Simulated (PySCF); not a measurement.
# BrO3W (W(O)3(Br)-): the cost of one run

Method: PBE, W def2-SVP with ECP60, O def2-SVP, Br def2-SVP; scalar-relativistic core potentials, no spin–orbit coupling; program: PySCF 2.14.0.

3 further runs of the same task are left out: 2 for a known fault of the program, 1 that didn't finish.

### Step 1. The starting structure

5 atoms, charge -1, spin multiplicity 1.

Bond lengths: W1–O2 1.760 Å, W1–O3 1.760 Å, W1–O4 1.760 Å, W1–Br5 2.532 Å. Angles: O2–W1–O3 108.7°, O2–W1–O4 108.6°, O2–W1–Br5 110.1°, O3–W1–O4 108.7°, O3–W1–Br5 110.6°, O4–W1–Br5 110.1°.

Geometry (Å):

```xyz
5
charge -1, multiplicity 1
W     0.0000    0.3468    0.1532
O     1.4293    0.4654    1.1726
O     0.0000    1.6961   -0.9764
O    -1.4293    0.4654    1.1726
Br    0.0000   -1.8585   -1.0904
```

Formal oxidation states: W +6. An earlier session relaxed this geometry at PBE, W def2-SVP with ECP60, O def2-SVP, Br def2-SVP (singlet, point group C3v).

Its energy there is -2866.187365 Eh.

### Step 2. Multiplicity 3 at the relaxed geometry

run.py (the lines that set the calculation)

```python
mol = gto.M(atom='''
W      0.00000     0.34680     0.15321
O      1.42930     0.46542     1.17258
O      0.00000     1.69614    -0.97635
O     -1.42930     0.46542     1.17258
Br     0.00000    -1.85846    -1.09038''',
    basis={'W': 'def2-SVP', 'O': 'def2-SVP', 'Br': 'def2-SVP'},
    ecp={'W': 'def2-SVP'},
    charge=-1, spin=2)
mf = dft.UKS(mol, xc='PBE')
mf.grids.atom_grid = (50, 194)
mf = mf.density_fit()  # fitting sets: W def2-universal-JKFIT, O def2-universal-JKFIT, Br def2-universal-JKFIT
mf.conv_tol = 1e-08; mf.max_cycle = 55
mf.kernel(dm0)  # dm0: free metal ions and neutral atoms
```

Run with:

```sh
$ OMP_NUM_THREADS=2 python run.py
```

**Question.** How long does this run take on 2 threads of AMD EPYC 9B14 (Zen 4), shared host?

About 43 s.
